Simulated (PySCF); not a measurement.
# One shape, several levels: CH9NSi2 (SMILES CN[SiH2][SiH3])

Aim: a comparison of 4 runs (HF/STO-3G, B3LYP/6-31G*, r2SCAN/cc-pVDZ, CCSD/pcseg-1) of CH9NSi2. The job is set up through a Python script.

The calculation is run with PySCF 2.14.0.

**1. The system as given**

The species is CH9NSi2 (13 atoms), meant as a singlet with charge 0. SMILES: `CN[SiH2][SiH3]`. The coordinates come from a PBE0-D4/def2-TZVP relaxation. This is one conformer, not always the lowest.

Bond lengths: C1–N2 1.448 Å, N2–Si3 1.722 Å, Si3–Si4 2.354 Å, C1–H5 1.093 Å, C1–H6 1.093 Å, C1–H7 1.098 Å, N2–H8 1.008 Å, Si3–H9 1.489 Å, Si3–H10 1.491 Å, Si4–H11 1.491 Å, Si4–H12 1.490 Å, Si4–H13 1.490 Å. Some angles: C1–N2–Si3 122.6°, N2–Si3–Si4 115.3°, C1–N2–H8 113.6°, Si3–N2–H8 117.2°, N2–C1–H5 109.5°, N2–C1–H6 110.8°, N2–C1–H7 113.9°, N2–Si3–H9 107.1°, N2–Si3–H10 108.4°, Si4–Si3–H9 108.8°.

**2. Energy and forces at HF/STO-3G (run 1)**

Contents of input.py:

```python
# CN[SiH2][SiH3]
import pyscf.grad
from pyscf import gto

mol = gto.M(
    atom=[
    ('C', (-0.537300, 1.715600, -0.830500)),
    ('N', (-0.739300, 1.081100, 0.454800)),
    ('Si', (0.356100, -0.081900, 1.096900)),
    ('Si', (0.581900, -2.055400, -0.167100)),
    ('H', (0.528100, 1.914000, -0.975500)),
    ('H', (-1.050100, 2.680500, -0.871200)),
    ('H', (-0.878100, 1.113100, -1.683100)),
    ('H', (-1.709600, 0.992000, 0.712300)),
    ('H', (-0.130400, -0.436600, 2.458400)),
    ('H', (1.705700, 0.545500, 1.192600)),
    ('H', (1.019900, -1.748000, -1.558400)),
    ('H', (-0.716200, -2.782900, -0.252300)),
    ('H', (1.589600, -2.971800, 0.438000)),
],
    basis='sto-3g',
    max_memory=1860,
    verbose=4,
)

calc0 = mol.RHF()
calc0.conv_tol = 1e-10
calc0.kernel()
if not calc0.converged:
    calc0 = calc0.newton().run(calc0.mo_coeff, calc0.mo_occ)

etot = calc0.e_tot
print('E(%s) = %.9f' % ('HF', etot))
grad = calc0.Gradients().kernel()
dip = calc0.dip_moment()
pop, q = calc0.mulliken_pop()
```

On the command line:

```console
$ OMP_NUM_THREADS=1 python input.py
```

Log:

```text
PySCF version 2.14.0

[... 65 lines left out ...]
converged SCF energy = -667.603495003917
[... 12 lines left out ...]
Dipole moment(X, Y, Z, Debye): -0.41225, -0.18988, -0.10848
[... 51 lines left out ...]
charge of   12H =     -0.15798
```

Run time: 3.3 s. Hardware: 1 thread of Intel Xeon at 2.70GHz, shared host; peak memory 0.12 GiB.

**3. Energy and gradient at B3LYP/6-31G(d) (spherical functions) (run 2)**

Contents of calc.py:

```python
from pyscf import gto, dft

mol = gto.M(
    atom='''
C     -1.015350     3.242014    -1.569418
N     -1.397075     2.042983     0.859447
Si     0.672931    -0.154769     2.072841
Si     1.099632    -3.884143    -0.315773
H      0.997964     3.616936    -1.843428
H     -1.984401     5.065411    -1.646329
H     -1.659369     2.103454    -3.180598
H     -3.230676     1.874608     1.346052
H     -0.246420    -0.825054     4.645703
H      3.223306     1.030846     2.253687
H      1.927332    -3.303241    -2.944949
H     -1.353422    -5.258919    -0.476778
H      3.003909    -5.615888     0.827700
''',
    unit='bohr',
    basis='6-31g*',
    max_memory=1860,
    verbose=3,
)

calc0 = dft.RKS(mol)
calc0.xc = 'b3lyp'
calc0.conv_tol = 1e-10
calc0.grids.level = 5
calc0.kernel()
if not calc0.converged:
    calc0 = calc0.newton().run(calc0.mo_coeff, calc0.mo_occ)

energy = calc0.e_tot
print('Final energy', energy)
grad = calc0.nuc_grad_method().kernel()
calc0.analyze()
```

On the command line:

```console
$ OMP_NUM_THREADS=1 python calc.py
```

Log:

```text
converged SCF energy = -677.257846466326
[... 11 lines left out ...]
MO #2   energy= -66.0922857757084  occ= 2
[... 9 lines left out ...]
MO #12  energy= -3.61680577099182  occ= 2
[... 9 lines left out ...]
MO #22  energy= -0.342273036778416 occ= 2
[... 9 lines left out ...]
MO #32  energy= 0.115636448972845  occ= 0
[... 9 lines left out ...]
MO #42  energy= 0.274810130588649  occ= 0
[... 9 lines left out ...]
MO #52  energy= 0.67925745804571   occ= 0
[... 9 lines left out ...]
MO #62  energy= 0.939820987088588  occ= 0
[... 9 lines left out ...]
MO #72  energy= 1.42584807162348   occ= 0
[... 9 lines left out ...]
MO #82  energy= 2.64917498283796   occ= 0
[... 14 lines left out ...]
Dipole moment(X, Y, Z, Debye): -1.06346,  0.80891, -0.41673
```

It took 43 s on 1 thread of Intel Xeon at 2.70GHz, shared host; peak memory 0.81 GiB.

Run 3 isn't shown in full; the table further down has it.

**4. The energy at CCSD/pcseg-1 (run 4)**

Contents of input.py:

```python
from pyscf import gto, scf, cc

mol = gto.M(
    atom=[
    ('C', (-0.537300, 1.715600, -0.830500)),
    ('N', (-0.739300, 1.081100, 0.454800)),
    ('Si', (0.356100, -0.081900, 1.096900)),
    ('Si', (0.581900, -2.055400, -0.167100)),
    ('H', (0.528100, 1.914000, -0.975500)),
    ('H', (-1.050100, 2.680500, -0.871200)),
    ('H', (-0.878100, 1.113100, -1.683100)),
    ('H', (-1.709600, 0.992000, 0.712300)),
    ('H', (-0.130400, -0.436600, 2.458400)),
    ('H', (1.705700, 0.545500, 1.192600)),
    ('H', (1.019900, -1.748000, -1.558400)),
    ('H', (-0.716200, -2.782900, -0.252300)),
    ('H', (1.589600, -2.971800, 0.438000)),
],
    verbose=3,
    basis='pcseg-1',
    max_memory=1860,
)

mf = scf.RHF(mol)
mf.conv_tol = 1e-10
mf.kernel()
if not mf.converged:
    mf = mf.newton().run(mf.mo_coeff, mf.mo_occ)

mycc = cc.CCSD(mf, frozen=12)
mycc.kernel()
energy = mycc.e_tot
print('E(%s) = %.9f' % ('CCSD', energy))
mf.analyze()
```

On the command line:

```console
$ OMP_NUM_THREADS=1 python input.py
```

Log:

```text
converged SCF energy = -675.354581229753
[... 7 lines left out ...]
MO #5   energy= -6.1211538299306   occ= 2
[... 12 lines left out ...]
MO #18  energy= -0.599041935781738 occ= 2
[... 12 lines left out ...]
MO #31  energy= 0.179606441447559  occ= 0
[... 12 lines left out ...]
MO #44  energy= 0.501006090936031  occ= 0
[... 12 lines left out ...]
MO #57  energy= 0.863706764605408  occ= 0
[... 12 lines left out ...]
MO #70  energy= 1.28241944154985   occ= 0
[... 12 lines left out ...]
MO #83  energy= 2.22182927727755   occ= 0
[... 12 lines left out ...]
MO #96  energy= 2.71561080846245   occ= 0
[... 12 lines left out ...]
MO #109 energy= 3.74319436043591   occ= 0
[... 14 lines left out ...]
Dipole moment(X, Y, Z, Debye): -0.92845,  0.59913, -0.56130
```

It took 29 s on 1 thread of Intel Xeon at 2.70GHz, shared host; peak memory 0.75 GiB.

**5. All runs side by side**

| run | level | integration grid | task | energy (Eh) | dipole moment (D) of the reference | HOMO energy (eV) | LUMO energy (eV) | wall time |
| --- | --- | --- | --- | --- | --- | --- | --- | --- |
| 1 | HF/STO-3G | – | gradient | -667.603495 | 0.47 | -6.91 | 10.87 | 3.3 s |
| 2 | B3LYP/6-31G* (spherical functions) | 5 | gradient | -677.257846 | 1.40 | -6.11 | 0.22 | 43 s |
| 3 | r2SCAN/cc-pVDZ | 5 | gradient | -677.133693 | 1.50 | -5.37 | -0.23 | 80 s |
| 4 | CCSD/pcseg-1 | – | energy | -675.924047 | 1.24 | -9.57 | 3.11 | 29 s |

**6. Summary of results**

| quantity | value |
| --- | --- |
| run 4: total energy | -675.92405 Eh |
| run 4: dipole moment (Hartree–Fock density) | 1.24 D |
| run 4: HOMO energy (Hartree–Fock orbitals) | -9.57 eV |
| run 4: LUMO energy (Hartree–Fock orbitals) | 3.11 eV |
| run 4: HOMO–LUMO gap (Hartree–Fock orbitals) | 12.68 eV |
| run 4: correlation energy (12 core orbitals frozen) | -569.5 mEh |
| run 4: T1 diagnostic | 0.010 |

**Reading.** Over runs 1, 2, 3 the dipole moment (its size) runs from 0.47 D (HF/STO-3G) to 1.50 D (r2SCAN/cc-pVDZ). The two ends differ in method and basis. Over runs 1, 2, 3 the HOMO–LUMO gap runs from 5.14 eV (r2SCAN/cc-pVDZ) to 17.78 eV (HF/STO-3G). Totals of different functionals can't be ranked against each other. In run 1 the basis is minimal, so the values are rough. All runs together took 2.6 min, the longest 80 s.
